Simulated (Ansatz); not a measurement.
# One shape, several levels: doublet CH6BSb−

Wanted: a comparison of 6 runs (UHF/STO-3G, U-r2SCAN/def2-SVPD, UBLYP/def2-SVPD, UPBE/def2-SVPD, USVWN5/def2-SVPD, UMP2/def2-SVPD) of doublet CH6BSb−. 

The calculation is run with Ansatz 0.2.0.

29 further runs of the same task are left out: 29 set aside as unsound or not needed.

## (1) The structure to begin with

CH6BSb−: 9 atoms, total charge -1, spin state doublet. As SMILES of the parent species, `C[BH][SbH2]`. The coordinates come from a PBE0-D4/def2-TZVP relaxation. This is one conformer, not always the lowest. That shape belongs to the parent species and isn't relaxed for this state.

Bond lengths: C1–B2 1.551 Å, B2–Sb3 2.227 Å, C1–H4 1.102 Å, C1–H5 1.095 Å, C1–H6 1.091 Å, B2–H7 1.199 Å, Sb3–H8 1.703 Å, Sb3–H9 1.705 Å. Some angles: C1–B2–Sb3 123.7°, C1–B2–H7 119.7°, Sb3–B2–H7 116.5°, B2–C1–H4 105.1°, B2–C1–H5 112.5°, B2–C1–H6 116.5°, B2–Sb3–H8 95.0°, B2–Sb3–H9 95.1°, H4–C1–H5 104.9°, H4–C1–H6 107.2°.

## (2) A single-point energy at UHF/STO-3G (run 1)

Input file job.yaml:

```yaml
crystal:
  periodic: [false, false, false]
  atoms:
    - {symbol: C, position_ang: [-0.696500, 0.976700, -0.600500]}
    - {symbol: B, position_ang: [0.386200, -0.132200, -0.547000]}
    - {symbol: Sb, position_ang: [1.415200, -0.767000, 1.323700]}
    - {symbol: H, position_ang: [-1.637800, 0.449300, -0.824500]}
    - {symbol: H, position_ang: [-0.551700, 1.662600, -1.441500]}
    - {symbol: H, position_ang: [-0.856700, 1.545300, 0.316400]}
    - {symbol: H, position_ang: [0.752700, -0.653500, -1.562200]}
    - {symbol: H, position_ang: [1.258000, -2.435000, 1.019200]}
    - {symbol: H, position_ang: [0.019000, -0.692400, 2.299200]}
basis:
  gaussian:
    orbitals: STO-3G
total_charge: -1
magnetization:
  spin_polarized: true
  initial_magnetization: 1
hamiltonian:
  xc: hf
accuracy: high
output: {orbitals: {seedname: orbitals}}
```

Launch:

```
$ ansatz run job.yaml --threads 1 --pin off --max-ram 3480MiB --events-out events.jsonl --progress --plain --runs-dir runs
```

The log of the run:

```text
Warning: RAYON_NUM_THREADS=1 ignored (pool sized by the plan → 1); use --threads N
Functional definition: HF
  name "HF"
  exchange = exact_x
  correlation = 0
647 factors; integrals over basis functions are off by at most 4.2e-9 eV
mean field evaluation 1: about -171877.1163 eV, gradient 1.2e1 eV
mean field evaluation 2: about -171877.2561 eV, gradient 1.2e1 eV
mean field evaluation 4: about -171879.1192 eV, gradient 1.6e0 eV
mean field evaluation 8: about -171879.1947 eV, gradient 2.8e-4 eV
mean field -171879.19231162 eV, -6316.4438135510 hartree, gradient 2.1e-8 eV, S^2 0.769845; 0 other end points of the search recorded, 0 dependent functions left out
reference -171879.19231162 eV, -6316.4438135510 hartree; 35, 34 occupied and 8, 9 virtual orbitals, 647 factors
Total energy: -171879.19231162 eV, -6316.4438135510 hartree
```

Run time: 0.83 s. Hardware: 1 thread of Arm Neoverse V2, shared host; peak memory 0.12 GiB.

## (3) A single-point energy at U-r2SCAN/def2-SVPD (core potential) (run 2)

Input file run.yaml:

```yaml
crystal:
  periodic: [false, false, false]
  atoms:
    - symbol: C
      position_ang: [-0.696500, 0.976700, -0.600500]
    - symbol: B
      position_ang: [0.386200, -0.132200, -0.547000]
    - symbol: Sb
      position_ang: [1.415200, -0.767000, 1.323700]
    - symbol: H
      position_ang: [-1.637800, 0.449300, -0.824500]
    - symbol: H
      position_ang: [-0.551700, 1.662600, -1.441500]
    - symbol: H
      position_ang: [-0.856700, 1.545300, 0.316400]
    - symbol: H
      position_ang: [0.752700, -0.653500, -1.562200]
    - symbol: H
      position_ang: [1.258000, -2.435000, 1.019200]
    - symbol: H
      position_ang: [0.019000, -0.692400, 2.299200]
basis:
  gaussian: {orbitals: def2-SVPD}
total_charge: -1
magnetization: {spin_polarized: true, initial_magnetization: 1}
hamiltonian: {xc: {name: r2SCAN}}
accuracy: high
output: {orbitals: {seedname: orbitals}}
```

Launch:

```
$ ansatz run run.yaml --threads 1 --pin off --max-ram 3480MiB --events-out events.jsonl --progress --plain --runs-dir runs
```

The log of the run:

```text
Warning: RAYON_NUM_THREADS=1 ignored (pool sized by the plan → 1); use --threads N
Functional definition: r2SCAN
  name "r2SCAN"
  parameter k0 = 0.174
  parameter k1 = 0.065
  parameter a1 = 4.9479
  exchange = r2scan_x(k0 = k0, k1 = k1, a1 = a1)
  correlation = r2scan_c
2645 factors; integrals over basis functions are off by at most 3.3e-9 eV
mean field evaluation 1: about -8344.3404 eV, gradient 2.5e1 eV
mean field evaluation 2: about -8334.4105 eV, gradient 4.3e1 eV
mean field evaluation 4: about -8347.8729 eV, gradient 2.3e0 eV
mean field evaluation 8: about -8347.9102 eV, gradient 7.8e-2 eV
mean field evaluation 16: about -8347.9103 eV, gradient 2.3e-4 eV
mean field evaluation 32: about -8345.2783 eV, gradient 1.0e1 eV
mean field -8347.91025416 eV, -306.7800434235 hartree, gradient 3.5e-8 eV, S^2 0.759801; 2 other end points of the search recorded, 0 dependent functions left out
reference -8347.91025955 eV, -306.7800436217 hartree; 21, 20 occupied and 99, 100 virtual orbitals, 2645 factors
Total energy: -8347.91025955 eV, -306.7800436217 hartree
```

Wall time 43 s (1 thread of Arm Neoverse V2, shared host); peak memory 0.65 GiB.

Runs 3 to 5 aren't shown in full; the table further down has their settings and results.

## (4) A single-point energy at UMP2/def2-SVPD (core potential) (run 6)

Input file input.yaml:

```yaml
crystal:
  periodic: [false, false, false]
  atoms:
    - {symbol: C, position_ang: [-0.696500, 0.976700, -0.600500]}
    - {symbol: B, position_ang: [0.386200, -0.132200, -0.547000]}
    - {symbol: Sb, position_ang: [1.415200, -0.767000, 1.323700]}
    - {symbol: H, position_ang: [-1.637800, 0.449300, -0.824500]}
    - {symbol: H, position_ang: [-0.551700, 1.662600, -1.441500]}
    - {symbol: H, position_ang: [-0.856700, 1.545300, 0.316400]}
    - {symbol: H, position_ang: [0.752700, -0.653500, -1.562200]}
    - {symbol: H, position_ang: [1.258000, -2.435000, 1.019200]}
    - {symbol: H, position_ang: [0.019000, -0.692400, 2.299200]}
basis:
  gaussian:
    orbitals: def2-SVPD
total_charge: -1
magnetization:
  spin_polarized: true
  initial_magnetization: 1
correlation:
  method: mp2
  frozen_orbitals: {B: 1, C: 1, H: 0, Sb: 4}
accuracy: high
```

Launch:

```
$ ansatz run input.yaml --threads 1 --pin off --max-ram 3480MiB --events-out events.jsonl --progress --plain --runs-dir runs
```

The log of the run:

```text
Warning: RAYON_NUM_THREADS=1 ignored (pool sized by the plan → 1); use --threads N
[... 4 set-up lines as earlier in the session ...]
2645 factors; integrals over basis functions are off by at most 3.3e-9 eV
mean field evaluation 1: about -8302.8941 eV, gradient 1.3e1 eV
mean field evaluation 2: about -8302.9451 eV, gradient 1.3e1 eV
mean field evaluation 4: about -8304.6290 eV, gradient 1.6e0 eV
mean field evaluation 8: about -8304.6784 eV, gradient 3.8e-1 eV
mean field evaluation 16: about -8304.6894 eV, gradient 1.4e-6 eV
mean field evaluation 32: about -8304.6705 eV, gradient 4.8e-1 eV
mean field -8304.68938939 eV, -305.1917059393 hartree, gradient 3.1e-8 eV, S^2 0.768218; 2 other end points of the search recorded, 0 dependent functions left out
6 core orbitals not correlated: weight in the atoms' cores, before any rotation towards them, 1.000 or more for the frozen orbitals, at most 0.000 for the correlated occupied ones
reference -8304.68938939 eV, -305.1917059393 hartree; 15, 14 occupied and 99, 100 virtual orbitals, 2645 factors
second order -10.69016027 eV of doubles, -0.00000000 eV of singles
Total energy: -8315.37954965 eV, -305.5845620830 hartree
```

Run time: 12 s. Hardware: 1 thread of Arm Neoverse V2, shared host; peak memory 0.49 GiB.

## (5) Overview of the runs

```tsv
run	level	core potential	frozen core orbitals	energy (Eh)	HOMO energy (eV)	LUMO energy (eV)	⟨S²⟩	wall time
1	UHF/STO-3G	none	–	-6316.443814	3.23	15.53	0.770	0.83 s
2	U-r2SCAN/def2-SVPD (core potential)	def2-SVPD	–	-306.780044	2.35	4.06	0.760	43 s
3	UBLYP/def2-SVPD (core potential)	def2-SVPD	–	-306.621812	2.76	3.60	0.754	23 s
4	UPBE/def2-SVPD (core potential)	def2-SVPD	–	-306.616935	2.57	3.60	0.754	21 s
5	USVWN5/def2-SVPD (core potential)	def2-SVPD	–	-305.673147	2.54	3.32	0.753	12 s
6	UMP2/def2-SVPD (core potential)	def2-SVPD	6	-305.584562	–	–	0.768	12 s
```

## (6) What came out

```
                                          quantity          value
                               run 6: total energy  -305.58456 Eh
run 6: correlation energy (6 core orbitals frozen)     -392.9 mEh
          run 6: ⟨S²⟩ of the reference determinant          0.768
```

What this shows: Totals of different functionals can't be ranked against each other. Some runs of one species differ in core potentials or relativity; totals across that change don't compare. In runs 1, 2, 3, 4, 5 the HOMO lies above zero, so the outermost electron may be held by the basis alone. In run 1 the basis is minimal, so the values are rough. In run 1 relativity is left out where basis or elements ask for it. All runs together took 1.9 min, the longest 43 s.
